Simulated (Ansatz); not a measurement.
# SnSb2: relaxing the atoms in a fixed cell

Aim: in SnSb2, a structure type of another compound, with these elements put in, relax the atoms in a fixed cell, then read levels, charges and fields where it ends.

Method: DFT, PBE, spin-orbit coupling, plane waves, PAW, in Ansatz 0.2.0.

## 1. The system as given

The structure is hexagonal, space group P6_3/mmc (No. 194). Conventional cell: a = 5.384 Å, b = 5.384 Å, c = 6.595 Å, α = 90.00°, β = 90.00°, γ = 120.00°. Sb (site symmetry -6m2) is surrounded by 5 Sn at 3.11 to 3.30 Å and 6 Sb at 3.52 Å. Around Sn (site symmetry -6m2) lie 11 Sb at 3.11 to 3.52 Å. Sb (site symmetry -3m) is surrounded by 8 Sb at 3.30 to 3.52 Å and 6 Sn at 3.52 Å.

The coordinates stand in the input below.

It starts from an earlier solution of the starting cell (checkpoint.read).

## 2. Relaxing

File input.yaml:

```yaml
crystal:
  lattice:
    - [5.383794, 0.0, 0.0]
    - [-2.691897, 4.662507, 0.0]
    - [0.0, 0.0, 6.595234]
  atoms:
    - { symbol: Sb, position: [0.3333, 0.6667, 0.75] }
    - { symbol: Sb, position: [0.6666, 0.3333, 0.25] }
    - { symbol: Sn, position: [0.3333, 0.6667, 0.25] }
    - { symbol: Sn, position: [0.6666, 0.3333, 0.75] }
    - { symbol: Sb, position: [0.0, 0.0, 0.0] }
    - { symbol: Sb, position: [0.0, 0.0, 0.5] }
  symmetry: { tolerance: 0.0003 }
kpoints:
  mp_grid: { grid: [5, 5, 4], shift: [0, 0, 0] }
magnetization:
  noncollinear: true
  spin_orbit: true
scf:
  occupations: { method: fermi_dirac, width: 0.043 }
  lower_state_search: "off"
hamiltonian:
  pseudopotentials: { kind: paw_fr }
  xc: pbe
basis:
  ecutwfc: 420
  fft_grid_basis: typed
relax:
  max_steps: 80
  f_tol: 0.03
output:
  forces: true
  stress: true
  eigenvalues: true
  bader: true
  populations: true
  elf: true
  write_potential: true
  volumetric_format: npy
  dos:
    e_range: [-12, 8]
    de: 0.05
    projected: { site_lists: { Sb: [Sb], Sn: [Sn] } }
    method: { smearing: { sigma: 0.1, scheme: gaussian } }
  write_density: true
checkpoint:
  read: saved_state
```

The run is started by

```sh
> ansatz run input.yaml --threads 2 --pin off --max-ram 2560MiB --backend cpu --events-out ev --progress --plain --runs-dir out
```

Output (excerpt; [...] marks lines left out):

```text
Warning: the atoms were moved onto the symmetric positions of the space group found under crystal.symmetry.tolerance 3.0e-4 (fractional; no operation is sought that the atoms, as they stand in a round, miss by more than twice it, and no atom is moved by as much as it), and the run uses [...]
Warning: output.stress: scf.convergence.dr2_threshold = 1e-7 eV (the SCF's general default) is looser than the 6e-10 eV advised for a printed stress (1e-10 eV for each atom of the cell: 6). What an SCF threshold leaves in a stress goes as its square root, and in the free energy as the [...]
Warning: checkpoint.read: basis.xc_grid differs: saved 1, current 2 (points along each axis for each point of the dense box; where the key is left out runs that use forces, runs that use the stress, dielectric runs by a finite field, finite-displacement phonons, runs of [...]
Warning: RAYON_NUM_THREADS=2 ignored (pool sized by the plan → 2); use --threads N
[...]
Pseudopotentials: kind: paw_fr
Pseudopotential: Sb, paw_fr, valence charge 15, recommended cutoff 420 eV (normal), Sb.paw.azcp#standard-fr
Pseudopotential: Sn, paw_fr, valence charge 14, recommended cutoff 420 eV (normal), Sn.paw.azcp#standard-fr
Functional definition: PBE
[...]
non-collinear run that drives no moment, with spin-orbit: no starting moment large enough to seed its density (crystal.atoms[].spin), no starting occupations that ask for one, no magnetisation constraint and no magnetic field, so the semilocal B_xc is pinned to zero
Crystal: 6 atoms, lattice volume = 165.553 Å³
Basis set: ecut = 420 eV, 3185 PW (Γ), exchange–correlation on 72×72×90 points (8 copies of the dense FFT grid, shifted against one another)
Bands: 106, of which v1, the nominal top of the filled ones, is band 88 counted from 1 (87 counted from 0)
Symmetry: 24 space group operations + 24 with time reversal
Magnetic group: BNS 194.264 (UNI 1494), of the structure as read, at distance tolerance 1.6e-3 Å
k-points: 15 of 100
Projection manifold: j_resolved (fully-relativistic pseudo-atomic orbitals)
[...]
SCF iter   1: F=—  HF=-37999.397404 eV  |F-HF|=—  |Δ(HF+E_count)|=         —  Δρ=1.50e-3  dr2=6.32e-3  dr2_m=0.00e0 (ungated)  ethr=7.01e-6  |M|=0.00e0 ∫|m|=0.00e0 μB  |m|>n=0.0e0 m-floor=0.0e0 τ_xc=0.0e0  β_m=0.30  ⟨swp⟩=3.2  Hψ=5097  notcnv=0
[...]
spin=Noncollinear: Kerker preconditioning applied to the charge; magnetization (m_x, m_y, m_z) channels mix plain (no charge-response kernel on spin).
[...]
SCF iter   6: F=-37999.395402 eV  HF=-37999.395402 eV  |F-HF|=2.26e-8  |Δ(HF+E_count)|=   7.32e-9  Δρ=3.23e-6  dr2=3.33e-8  dr2_m=0.00e0 (ungated)  ethr=1.14e-10  |M|=0.00e0 ∫|m|=0.00e0 μB  |m|>n=0.0e0 m-floor=0.0e0 τ_xc=0.0e0  ⟨swp⟩=11.7  Hψ=5627  notcnv=0
[...]
```

## 3. The output, continued

Output, continued (excerpt; [...] marks lines left out):

```text
relax step   1: F+E_penalty+E_count = -37999.39540229 eV  Δ(F+E_penalty+E_count) = +0.000e0 eV  max|allowed force component| = 3.701e-17 eV/Å  Δτ_max = 0.0000 Å  (6 SCF iters, accepted)
SCF converged after 6 iterations
Magnetization: |M| = 0.0000 μB,  M = (+0.0000, +0.0000, +0.0000) μB
Absolute magnetization: 0.0000 μB (∫|m|)
  site 0: m = (+0.0000, +0.0000, +0.0000) μB, |m| = 0.0000 μB  (R = 1.28 Å)
  site 1: m = (+0.0000, +0.0000, +0.0000) μB, |m| = 0.0000 μB  (R = 1.28 Å)
  site 2: m = (+0.0000, +0.0000, +0.0000) μB, |m| = 0.0000 μB  (R = 1.28 Å)
  site 3: m = (+0.0000, +0.0000, +0.0000) μB, |m| = 0.0000 μB  (R = 1.28 Å)
  site 4: m = (+0.0000, +0.0000, +0.0000) μB, |m| = 0.0000 μB  (R = 1.36 Å)
  site 5: m = (+0.0000, +0.0000, +0.0000) μB, |m| = 0.0000 μB  (R = 1.36 Å)
Free energy (F): -37999.395402 eV
[...]
E sigma→0 (E₀):  -37999.387537 eV
[...]
    - { symbol: Sn, position: [0.6666666666666667, 0.33333333333333337, 0.7500000000000001] }
    - { symbol: Sb, position: [-1.849919956803392e-17, 0.0, 0.0] }
    - { symbol: Sb, position: [-1.849919956803392e-17, 0.0, 0.5] }
--- Löwdin populations: 6 sites ---
  site symbol       q [e]
     0     Sb     14.9223
     1     Sb     14.9223
     2     Sn     14.0071
     3     Sn     14.0071
     4     Sb     14.9330
     5     Sb     14.9330
  spilling = 0.003127 (of n_electrons = 88.000000)
--- Bader charges: 6 sites ---
  site symbol  charge [e]  shift [e]  m_x [muB]  m_y [muB]  m_z [muB]
     0     Sb     -0.1759     0.0000     0.0000     0.0000     0.0000
     1     Sb     -0.1759     0.0000     0.0000     0.0000     0.0000
     2     Sn      0.2724     0.0000     0.0000     0.0000     0.0000
     3     Sn      0.2724     0.0000     0.0000     0.0000     0.0000
     4     Sb     -0.0965     0.0000     0.0000     0.0000     0.0000
     5     Sb     -0.0965     0.0000     0.0000     0.0000     0.0000
  estimated error of the sums over rays = 3.5e-4 e
```

Run time: 2 min. Hardware: 2 threads, shared host; peak memory 1.1 GiB.

Symmetry fixes every atom, so the forces vanish and nothing can move.

## 4. States by energy

States per cell by energy window, from dos.tsv and pdos.tsv (Gaussian smearing of 0.1 eV; eV from the Fermi level):

```csv
from,to,total,Sb s,Sb p,Sn s,Sn p
-4.5,-4.0,1.51,0.06,1.05,0.02,0.39
-4.0,-3.5,1.52,0.14,0.95,0.07,0.34
-3.5,-3.0,2.31,0.20,1.43,0.13,0.53
-3.0,-2.5,1.41,0.07,0.93,0.09,0.30
-2.5,-2.0,1.10,0.07,0.72,0.05,0.25
-2.0,-1.5,1.50,0.10,0.99,0.06,0.33
-1.5,-1.0,2.69,0.20,1.66,0.20,0.58
-1.0,-0.5,1.91,0.09,1.29,0.12,0.36
-0.5,0.0,1.47,0.07,1.04,0.07,0.25
0.0,0.5,1.56,0.02,1.08,0.02,0.37
0.5,1.0,2.46,0.10,1.63,0.09,0.54
1.0,1.5,1.92,0.07,1.30,0.10,0.36
1.5,2.0,1.49,0.06,0.89,0.04,0.41
2.0,2.5,2.04,0.06,1.13,0.05,0.64
2.5,3.0,1.50,0.03,0.81,0.02,0.54
```

The bands computed are complete only to about 3.4 eV above the Fermi level.

## 5. Charges

Gathered by element (positive charge: electrons given up): Löwdin charges also hold the electrons that the projection spills.

```
element  atoms  Bader charge (e)  Bader volume (Å³)  Löwdin charge (e)
     Sb      4    -0.18 to -0.10       28.7 to 29.0     +0.07 to +0.08
     Sn      2             +0.27               25.1              -0.01
```

Löwdin charges rest on a small set of atomic orbitals that misses 0.3 % of the electrons, so they need not add up to the cell's charge and can differ from Bader's even in sign.

## 6. Real-space fields

Maps in the plane spanned by a and b at height 0.250 along c (axes of the input's cell), one cell: a runs left to right (16 points from zero), b bottom to top (16 points), 120° apart. Inside the augmentation spheres the fields are the smooth ones.

Valence density. Ten steps from '0' (0.09 e/Å³) to '9' (18.40 e/Å³), finer at the low end (step k begins (100^(k/10) - 1)/99 of the way up):
```
0000001111000000
0000012221000000
0000235532000000
0002478742000000
0013799731000000
0125898521000000
1125775211112211
1123432111234321
1112211112577521
0000000125898521
0000000137997310
0000000247874200
0000000235532000
0000000122210000
0000000111100000
0000000111000000
```

ELF less spin currents. Ten even steps from '0' (0.00) to '9' (0.51):
```
6543367777633456
5433666666633455
3336664466633344
3366610166633333
4666100166644444
6764000467677777
8764114678987789
9766666799766679
8766667897411479
6666666974000479
4333347861001687
3333347761016774
3443347764467743
5554347877787434
6654347999974345
7653346898643356
```

Atoms within 0.2 Å of the plane, in fractions of a and b: Sb at (0.67, 0.33), Sn at (0.33, 0.67).

At the density minimum on some short contacts:

```
contact  length (Å)  minimum at (fraction)  density (e/Å³)  ELF less spin currents
Sb1–Sn4       3.108                   0.53           0.228                    0.46
Sb5–Sb6       3.298                   0.50           0.179                    0.38
```

```
fraction  Sb1–Sn4  Sb5–Sb6
     0.2     2.81     2.28
     0.3    0.677    0.548
     0.4    0.315    0.243
     0.5    0.228    0.179
     0.6    0.285    0.243
     0.7    0.688    0.548
     0.8        3     2.28
```

(Smooth valence density in e/Å³ at fractions of each contact.)

## 7. Outcome

```
                                                 quantity                          value
                                                    moves                              0
                                            energy gained                   0.0 meV/atom
                                             largest move                         0.00 Å
                     space group (0.01 Å), before / after            P6_3/mmc / P6_3/mmc
                          pressure left in the fixed cell                        0.5 GPa
                                                character                          metal
density of states, mean within 0.25 eV of the Fermi level            2.7 per eV per cell
                                            Bader charges  Sb -0.18 to -0.10, Sn +0.27 e
                                                  moments                           none
```

In the fixed cell the atoms end where they began within the cell. The run held to 24 symmetry operations, so a lower structure without them is not ruled out. Bands cross the Fermi level: a metal; within 0.25 eV of the Fermi level the density of states averages 2.7 per eV per cell, mostly Sb p (69 %) and Sn p (22 %). The state carries no moments. No starting moment was given, so this is set by the input, not found. Sn loses most charge (+0.27 e on average) and Sb gains most (-0.14 e).

Caveats: the SCF threshold is loose for a stress.
